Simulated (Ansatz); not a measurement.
# BGeH5O: small, medium and large basis sets

The task here is to estimate one member of a computed series from the others.

Program: Ansatz 0.2.0, Gaussian basis. Level of theory: one geometry, several basis sets. These are calculated values, not measurements.

Levels to be run: PBE0-D4/def2-SVP; ωB97M-V/def2-SVP; PBE0-D4/def2-QZVPP; ωB97M-V/def2-QZVPP; the functionals' def2-TZVPP values are taken from earlier runs.

## The relaxed structure

The geometry comes from an earlier relaxation with PBE0-D4 in a triple-zeta def2 set; it is a stationary point, not always the lowest conformer.

SMILES `O[BH][GeH3]`, 8 atoms, charge 0, spin multiplicity 1.

Atoms are counted from 1 here; the program's logs count them from 0.

Bond lengths: O1–B2 1.348 Å, O1–H4 0.962 Å, B2–Ge3 2.071 Å, B2–H5 1.204 Å, Ge3–H6 1.539 Å, Ge3–H7 1.542 Å, Ge3–H8 1.542 Å. Angles: B2–O1–H4 113.7°, O1–B2–Ge3 118.7°, O1–B2–H5 119.7°, Ge3–B2–H5 121.6°, B2–Ge3–H6 113.6°, B2–Ge3–H7 110.4°, B2–Ge3–H8 110.4°, H6–Ge3–H7 107.9°, H6–Ge3–H8 107.9°, H7–Ge3–H8 106.3°.

Set-up of the first run:

The input, in.yaml:

```yaml
crystal:
  periodic: [false, false, false]
  atoms:
    - {symbol: O, position_ang: [-1.646680, 0.400003, -0.723684]}
    - {symbol: B, position_ang: [-0.309006, 0.253332, -0.804350]}
    - {symbol: Ge, position_ang: [0.730414, -0.343735, 0.884937]}
    - {symbol: H, position_ang: [-2.056129, 0.678947, -1.548490]}
    - {symbol: H, position_ang: [0.252869, 0.469842, -1.847435]}
    - {symbol: H, position_ang: [-0.167283, -0.564948, 2.114746]}
    - {symbol: H, position_ang: [1.491464, -1.656358, 0.610523]}
    - {symbol: H, position_ang: [1.796650, 0.705719, 1.258052]}
basis:
  gaussian: {orbitals: def2-SVP}
hamiltonian: {xc: pbe0, dispersion: d4}
output: {orbitals: {seedname: orbitals}}
```

The run is started by

```
ansatz run in.yaml --threads 2 --pin off --events-out ev --progress --plain --max-ram 4352MiB
```

Among the steps run: PBE0-D4 in def2-SVP; ωB97M-V in def2-SVP; PBE0-D4 in def2-QZVPP; ωB97M-V in def2-QZVPP.

One of the session's tables, all rows but one given; the rest of the session is left out.

It belongs to the step «Density functionals: the series». 

| functional | basis | HOMO (eV) |
| --- | --- | --- |
| PBE0-D4 | def2-SVP | ? |
| PBE0-D4 | def2-TZVPP | -7.83 |
| PBE0-D4 | def2-QZVPP | -7.84 |
| ωB97M-V | def2-SVP | -9.86 |
| ωB97M-V | def2-TZVPP | -9.99 |
| ωB97M-V | def2-QZVPP | -10.00 |

Estimate the missing values for PBE0-D4, def2-SVP.

The run gave: HOMO (eV): -7.74. In the column «HOMO (eV)» it is the highest.
